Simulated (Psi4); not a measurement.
# MP4/LANL2DZ (core potential, Cartesian functions) run of InH2OF (SMILES [OH][InH][F])

What is the energy difference between two shapes of InH2OF at MP4/LANL2DZ (core potential, Cartesian functions)? 

Program for the calculation: Psi4 1.11.

5 further runs of the same task are left out: 1 that didn't finish, 4 set aside as unsound or not needed.

### 1 The structure to begin with

The species is InH2OF (5 atoms), meant as a singlet with charge 0. As SMILES, `[OH][InH][F]`. Geometry: relaxed at PBE0-D4/def2-TZVP. This is a higher conformer, about 10 kJ/mol above the lowest found by a separate search.

Bond lengths: O1–In2 1.966 Å, In2–F3 1.944 Å, O1–H4 0.960 Å, In2–H5 1.691 Å. Angles: O1–In2–F3 106.4°, O1–In2–H5 133.9°, F3–In2–H5 119.7°, In2–O1–H4 113.6°.

### 2 A single-point energy at MP4/LANL2DZ (core potential, Cartesian functions)

job.in reads:

```
memory 1600 mb

molecule {
  0 1
  O     -1.279500    -0.345900    -0.577400
  In     0.480100     0.042500     0.210000
  F      1.185900    -1.654700     0.841500
  H     -1.725200     0.429800    -0.925700
  H      1.388500     1.454700     0.410200
  symmetry c1
  no_reorient
  no_com
}

set globals {
  basis           LANL2DZ
  scf_type        pk
  num_frozen_docc 0
}

energy('mp4')
```

Command:

```sh
$ psi4 job.in job.out -n 1
```

job.out, cut to the lines that bear on the results:

```text
[...]
    !!!  WARNING: ECP capability is in beta. Please check occupations closely.  !!!
[...]
  Running in c1 symmetry.
[...]
  Nuclear repulsion =   36.072222362109507
[...]
  Multiplicity = 1
[...]
  Nalpha       = 11
  Nbeta        = 11
[...]
    Number of basis functions: 30
[...]
   @RHF iter   1:  -177.11405800506444   -1.11692e+00   2.14052e-02 DIIS/ADIIS
[...]
   @RHF iter  11:  -177.31368175258780   -5.65592e-12   8.49777e-09 DIIS
[...]
    Orbital Energies [Eh]
    ---------------------
    Doubly Occupied:
       1A    -26.197446     2A    -20.539244     3A     -1.463745
       4A     -1.294038     5A     -0.651249     6A     -0.591598
       7A     -0.557386     8A     -0.556886     9A     -0.529351
      10A     -0.485059    11A     -0.471509
[...]
  @RHF Final Energy:  -177.31368175258780
   => Energetics <=
    Nuclear Repulsion Energy =             36.0722223621095068
    One-Electron Energy =                -320.0967864991300758
    Two-Electron Energy =                 106.7108823844327503
    Total Energy =                       -177.3136817525877973
[...]
 Multipole Moments:
 ------------------------------------------------------------------------------------
     Multipole            Electronic (a.u.)      Nuclear  (a.u.)        Total (a.u.)
 ------------------------------------------------------------------------------------
 L = 1.  Multiply by 2.5417464519 to convert [e a0] to [Debye]
 Dipole X            :         -2.8407354            2.9115010            0.0707656
 Dipole Y            :         31.8187011          -29.5694895            2.2492116
 Dipole Z            :         -6.1480698            5.7991915           -0.3488783
 Magnitude           :                                                    2.2772081
[...]
      * MP2 total energy:                   -177.599423353446
[...]
      * MP3 total energy:                   -177.587604623322
[...]
```

Wall time 1.5 s (1 thread of AMD EPYC 9R45 (Zen 5), shared host); peak memory 0.19 GiB.

### 3 The distorted shape, same level

input.json reads:

```json
{
  "schema_name": "qcschema_input",
  "schema_version": 1,
  "molecule": {
    "schema_name": "qcschema_molecule",
    "schema_version": 2,
    "symbols": ["O", "In", "F", "H", "H"],
    "geometry": [-2.4955213, -0.6590949, -0.93021013, 1.04288127, -0.02079833, 0.62881582, 2.24551809, -3.25540852, 1.42409761, -3.34977766, 0.92530629, -1.65122379, 2.62918919, 2.77467731, 0.63628023],
    "molecular_charge": 0,
    "molecular_multiplicity": 1,
    "fix_symmetry": "c1",
    "fix_com": true,
    "fix_orientation": true
  },
  "driver": "energy",
  "model": {
    "method": "mp4",
    "basis": "LANL2DZ"
  },
  "keywords": {
    "scf_type": "pk",
    "num_frozen_docc": 0
  }
}
```

Command:

```sh
$ psi4 --qcschema input.json -n 1 --memory 1600MB
```

stdout, cut to the lines that bear on the results:

```text
[...]
    !!!  WARNING: ECP capability is in beta. Please check occupations closely.  !!!
[...]
  Running in c1 symmetry.
[...]
  Nuclear repulsion =   35.677934298570371
[...]
  Multiplicity = 1
[...]
  Nalpha       = 11
  Nbeta        = 11
[...]
    Number of basis functions: 30
[...]
   @RHF iter   1:  -177.10302826992506   -1.14881e+00   2.12540e-02 ADIIS/DIIS
[...]
   @RHF iter  12:  -177.30370914720396   -1.13687e-13   1.80680e-09 DIIS
[...]
    Orbital Energies [Eh]
    ---------------------
    Doubly Occupied:
       1A    -26.213555     2A    -20.531145     3A     -1.487682
       4A     -1.250265     5A     -0.632060     6A     -0.591272
       7A     -0.578120     8A     -0.569122     9A     -0.530702
      10A     -0.461375    11A     -0.453093
[...]
  @RHF Final Energy:  -177.30370914720396
   => Energetics <=
    Nuclear Repulsion Energy =             35.6779342985703707
    One-Electron Energy =                -319.3665021913830060
    Two-Electron Energy =                 106.3848587456086250
    Total Energy =                       -177.3037091472039890
[...]
 Multipole Moments:
 ------------------------------------------------------------------------------------
     Multipole            Electronic (a.u.)      Nuclear  (a.u.)        Total (a.u.)
 ------------------------------------------------------------------------------------
 L = 1.  Multiply by 2.5417464519 to convert [e a0] to [Debye]
 Dipole X            :         -2.2318033            2.6535478            0.4217444
 Dipole Y            :         33.0811393          -30.9338473            2.1472920
 Dipole Z            :         -6.1143505            6.2467014            0.1323508
 Magnitude           :                                                    2.1923157
[...]
      * MP2 total energy:                   -177.593919924022
[...]
      * MP3 total energy:                   -177.581157078071
[...]
```

The result, in JSON:

```text
{
 "driver": "energy",
 "model": {
  "method": "mp4",
  "basis": "LANL2DZ"
 },
 "success": true,
 "return_result": -177.60692151346586,
 "properties": {
  "calcinfo_nbasis": 30,
  "calcinfo_nmo": 30,
  "calcinfo_nalpha": 11,
  "calcinfo_nbeta": 11,
  "calcinfo_natom": 5,
  "nuclear_repulsion_energy": 35.67793429857037,
  "return_energy": -177.60692151346586,
  "scf_one_electron_energy": -319.366502191383,
  "scf_two_electron_energy": 106.38485874560862,
  "scf_dipole_moment": [0.4217444337745082, 2.147292024237494, 0.13235080518340414],
  "scf_total_energy": -177.30370914720396,
  "scf_iterations": 12,
  "mp2_same_spin_correlation_energy": -0.07457880709412358,
  "mp2_opposite_spin_correlation_energy": -0.2156319697238271,
  "mp2_singles_energy": 0.0,
  "mp2_doubles_energy": -0.29021077681795066,
  "mp2_correlation_energy": -0.29021077681795066,
  "mp2_total_energy": -177.59391992402192
 }
}
```

It took 1.4 s on 1 thread of AMD EPYC 9R45 (Zen 5), shared host; peak memory 0.19 GiB.

### 4 Results

Level: MP4/LANL2DZ (core potential, Cartesian functions).

```
                                              quantity          value
                             first shape: total energy  -177.61220 Eh
      first shape: HOMO energy (Hartree–Fock orbitals)      -12.83 eV
      first shape: LUMO energy (Hartree–Fock orbitals)        0.86 eV
    first shape: HOMO–LUMO gap (Hartree–Fock orbitals)       13.69 eV
                       first shape: correlation energy     -298.5 mEh
                         distorted shape: total energy  -177.60692 Eh
  distorted shape: HOMO energy (Hartree–Fock orbitals)      -12.33 eV
  distorted shape: LUMO energy (Hartree–Fock orbitals)        0.68 eV
distorted shape: HOMO–LUMO gap (Hartree–Fock orbitals)       13.01 eV
                   distorted shape: correlation energy     -303.2 mEh
                energy change with the atoms displaced       0.144 eV
```

With the atoms displaced the energy rises by 0.14 eV (3.3 kcal/mol). The first shape isn't relaxed at this level, so the change isn't measured from a minimum.
